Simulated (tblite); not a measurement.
# C7H17P: the cost of one run

The runs use tblite 0.8.0 and PySCF 2.14.0, with density-fitted response routines of our own; the level of theory stands in each step. All values are computed, except where a source is named. Atoms count from 0, in the outputs and in this text.

## Step 1: The starting structure

25 atoms, charge 0, multiplicity 1; geometry from: force field or distance geometry start.

Bonds of the start (Å): C0–C1 1.54, C1–C2 1.49, C2–P3 1.83, P3–C4 1.84, P3–C5 1.85, C5–C6 1.50, C5–C7 1.53, C0–H8 1.12, C0–H9 1.10, C0–H10 1.12, C1–H11 1.11, C1–H12 1.12, C2–H13 1.14, C2–H14 1.10, C4–H15 1.13, C4–H16 1.09, C4–H17 1.12, C5–H18 1.13, C6–H19 1.12, C6–H20 1.12, C6–H21 1.09, C7–H22 1.12, C7–H23 1.10, C7–H24 1.11.

## Step 2: Optimising the geometry with GFN2-xTB

What the job is given:

```
{"job": {"kind": "relax", "xc": "GFN2-xTB", "basis": "xTB"}, "charge": 0, "multiplicity": 1}
C      3.615300     0.465500    -0.466900
C      2.388500     0.126900     0.401300
C      1.266800    -0.135600    -0.535900
P     -0.338500    -0.564400     0.223600
C     -0.355700    -0.693000     2.063000
C     -1.774900     0.484600    -0.299200
C     -1.963600     0.542100    -1.784000
C     -2.996100    -0.137500     0.370900
H      4.328700    -0.394900    -0.522400
H      4.103600     1.396900    -0.132600
H      3.253800     0.676400    -1.504100
H      2.168200     1.060600     0.955800
H      2.594500    -0.705300     1.114300
H      1.111100     0.733100    -1.250900
H      1.574000    -0.964800    -1.188400
H     -1.154700    -1.444400     2.335600
H      0.564600    -1.022900     2.541100
H     -0.717900     0.259600     2.523500
H     -1.605800     1.527700     0.091500
H     -2.269300    -0.475700    -2.138000
H     -2.836100     1.226600    -1.962600
H     -1.105500     0.858900    -2.368000
H     -2.830700    -1.248600     0.428100
H     -3.144600     0.300300     1.366800
H     -3.886700     0.070600    -0.253400
```

Started as:

```console
$ OMP_NUM_THREADS=1 python probes_run.py task.json out
```

The driver reads the jobs from task.json and runs them one after another.

**Question.** How long does this first job take on 1 thread of Intel Xeon 6975P-C, shared host?

About 1.2 s.
